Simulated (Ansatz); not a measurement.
# Si3Se2: the cost of one run

Method: DFT PBE, scalar-relativistic, plane waves, PAW, in Ansatz 0.2.0.

**1. The structure to begin with**

The structure is hexagonal, space group P-6 (No. 174). Conventional cell: a = 4.761 Å, b = 4.761 Å, c = 5.464 Å, α = 90.00°, β = 90.00°, γ = 120.00°. Si (site symmetry m) has 2 Si at 1.78 Å as nearest neighbours. Se (site symmetry 3) has 1 Se at 1.82 Å as nearest neighbours.

Structure file:

```
Si Se
1.0
     4.76125    0.00000    0.00000
    -2.38063    4.12337    0.00000
     0.00000    0.00000    5.46375
Si Se
3 2
Direct
  0.08941 0.50000 0.00000
  0.50000 0.58941 0.00000
  0.41059 0.91059 0.00000
  0.00000 0.00000 0.33333
  0.00000 0.00000 0.66667
```

**2. Coarse relaxation**

Contents of input.yaml:

```yaml
crystal:
  lattice:
    - [4.7612536972, 0.0, 0.0]
    - [-2.3806268486, 4.1233666557, 0.0]
    - [0.0, 0.0, 5.4637515546]
  atoms:
    - { symbol: Si, position: [0.0894136897, 0.5, 0.0] }
    - { symbol: Si, position: [0.5, 0.5894136897, 0.0] }
    - { symbol: Si, position: [0.4105863103, 0.9105863103, 0.0] }
    - { symbol: Se, position: [0.0, 0.0, 0.3333333333] }
    - { symbol: Se, position: [0.0, 0.0, 0.6666666667] }
basis:
  ecutwfc: 420
kpoints:
  mp_grid: { grid: [6, 6, 4] }
hamiltonian:
  xc: pbe
scf:
  occupations: { method: gaussian, width: 0.1 }
  lower_state_search: "off"
output:
  forces: true
  stress: true
  eigenvalues: true
relax:
  adjacent_minimum: "off"
  f_tol: 0.04
  max_steps: 70
  cell: { stress_tol: 0.4 }
```

On the command line:

```bash
$ ansatz run input.yaml --threads 1 --pin off --max-ram 2560MiB --backend cpu --events-out ev --progress --plain --runs-dir out
```

What time and memory should one allow on 1 thread of Arm Neoverse V1, shared host?

About 2.1 min, with a peak of 0.39 GiB.
